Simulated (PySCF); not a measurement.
**A gas-phase reaction: ClFH2OSi + Br2 → BrClFHOSi + BrH**

What reaction energy should one expect for `O[SiH](F)Cl` + `BrBr` → `O[Si](F)(Cl)Br` + `Br`?

Computed with PySCF 2.14.0; each step states its level. No surroundings beyond the atoms listed, unless a continuum is named. Atoms count from 0, parts from 1.

## 1. Starting point

Each species was relaxed by itself at PBE0-D3(BJ)/def2-SVPD.

## 2. Energies of the species: wB97M-D3(BJ)/def2-TZVPD

Job settings and geometry (Å):

```
{"job": {"kind": "react", "xc": "wB97M-D3(BJ)", "basis": "def2-TZVPD"}, "charge": 0, "multiplicity": 1}
-1 ClFH2OSi charge 0 multiplicity 1
O     -0.858920    -0.784330    -0.329950
Si     0.148820     0.469840    -0.010530
F      1.588660     0.251430    -0.726270
Cl     0.550820     0.614560     2.001980
H     -0.669990    -1.661170     0.014250
H     -0.468090     1.699170    -0.527930

-1 Br2 charge 0 multiplicity 1
Br     1.150530    -0.003320    -0.016010
Br    -1.150750     0.005090     0.004590

+1 BrClFHOSi charge 0 multiplicity 1
O     -0.348510     1.055570    -0.803840
Si     0.173840    -0.134880     0.188470
F      1.605930    -0.703580    -0.296070
Cl     0.417660     0.673300     2.037120
Br    -1.199280    -1.847210     0.220880
H     -0.718360     0.820580    -1.659440

+1 BrH charge 0 multiplicity 1
Br     0.714880    -0.002670    -0.010680
H     -0.708680     0.006030     0.010450
```

Level: wB97M-D3(BJ)/def2-TZVPD reaction energy of separated species, gas phase.

Started as:

```sh
> OMP_NUM_THREADS=1 python cluster_run.py task.json out
```

This one command runs all jobs of the session in turn.

**Question.** The jobs that follow are: PBE0-D3(BJ)/def2-TZVPD reaction energy of separated species, gas phase. Predict: reaction energy (wB97M-D3(BJ)/def2-TZVPD); ΔH, ΔG at 298 K (xTB thermal terms). Thermal terms come from harmonic xTB runs on each species.

The runs gave:

```
                                                quantity                      value
               reaction energy (wB97M-D3(BJ)/def2-TZVPD)            -41.98 kcal/mol
                     ΔH, ΔG at 298 K (xTB thermal terms)      -42.7, -42.2 kcal/mol
range of the reaction energy over the runs of this table  -41.98 to -41.64 kcal/mol
```

The reaction is exothermic by 42.7 kcal/mol in the gas phase; dispersion gives -0.63, and xTB itself gave -14.36 for the electronic energy (xTB energies and thermal terms come from the earlier relaxation of each species, not shown). No barrier was sought. xTB and this level differ widely in the electronic energy, so what comes from xTB (the thermal terms above all) is less safe here. The reaction energy runs from -41.98 (wB97M-D3(BJ)/def2-TZVPD) to -41.64 kcal/mol (PBE0-D3(BJ)/def2-TZVPD).
